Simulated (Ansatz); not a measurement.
# C5H9B: the cost of one run

All numbers below are computed with Ansatz 0.2.0 (RKS PBE-D4/STO-3G).

## Step 1: Starting point

Bond lengths: C1–B2 1.580 Å, B2–C3 1.563 Å, C3–C4 1.134 Å, C4–C5 1.521 Å, C5–C6 1.537 Å, C1–H7 1.063 Å, C1–H8 1.138 Å, C1–H9 1.145 Å, B2–H10 1.182 Å, C5–H11 1.085 Å, C5–H12 1.108 Å, C6–H13 1.111 Å, C6–H14 1.111 Å, C6–H15 1.137 Å. Angles (14 of 23 angles, heavy atoms first): C1–B2–C3 122.3°, B2–C3–C4 175.7°, C3–C4–C5 174.0°, C4–C5–C6 111.5°, C1–B2–H10 116.3°, C3–B2–H10 121.4°, B2–C1–H7 112.5°, B2–C1–H8 107.2°, B2–C1–H9 111.5°, C4–C5–H11 108.8°, C4–C5–H12 105.3°, C6–C5–H11 109.6°, C6–C5–H12 109.2°, C5–C6–H13 113.6°.

Coordinates:

```xyz
15

C     1.4580   -0.3180    2.6891
B     1.8969   -0.4877    1.1812
C     0.9041   -0.2699   -0.0068
C     0.2518   -0.0924   -0.9176
C    -0.7451    0.0949   -2.0514
C    -2.1220    0.5298   -1.5236
H     1.5577   -1.2184    3.2454
H     0.3799    0.0454    2.6875
H     2.0245    0.5366    3.1980
H     3.0189   -0.8079    0.9948
H    -0.8421   -0.8416   -2.5912
H    -0.3240    0.9031   -2.6809
H    -2.1021    1.4920   -0.9678
H    -2.8333    0.6763   -2.3650
H    -2.5449   -0.2931   -0.8624
```

## Step 2: Relaxing end A

File input.yaml:

```yaml
crystal:
  periodic: [false, false, false]
  atoms:
    - { symbol: C, position_ang: [1.458, -0.318, 2.6891] }
    - { symbol: B, position_ang: [1.8969, -0.4877, 1.1812] }
    - { symbol: C, position_ang: [0.9041, -0.2699, -0.0068] }
    - { symbol: C, position_ang: [0.2518, -0.0924, -0.9176] }
    - { symbol: C, position_ang: [-0.7451, 0.0949, -2.0514] }
    - { symbol: C, position_ang: [-2.122, 0.5298, -1.5236] }
    - { symbol: H, position_ang: [1.5577, -1.2184, 3.2454] }
    - { symbol: H, position_ang: [0.3799, 0.0454, 2.6875] }
    - { symbol: H, position_ang: [2.0245, 0.5366, 3.198] }
    - { symbol: H, position_ang: [3.0189, -0.8079, 0.9948] }
    - { symbol: H, position_ang: [-0.8421, -0.8416, -2.5912] }
    - { symbol: H, position_ang: [-0.324, 0.9031, -2.6809] }
    - { symbol: H, position_ang: [-2.1021, 1.492, -0.9678] }
    - { symbol: H, position_ang: [-2.8333, 0.6763, -2.365] }
    - { symbol: H, position_ang: [-2.5449, -0.2931, -0.8624] }
basis:
  gaussian: { orbitals: STO-3G }
hamiltonian:
  xc: pbe
  dispersion: d4
relax:
  f_tol: 0.015
  max_steps: 40
```

The run is started by

```sh
> ansatz run input.yaml --threads 1 --pin off --max-ram 2048MiB --backend cpu --events-out ev --progress --plain --runs-dir out
```

What time and memory should one allow on 1 thread of Arm Neoverse V2, shared host?

About 24 s, with a peak of 0.11 GiB.
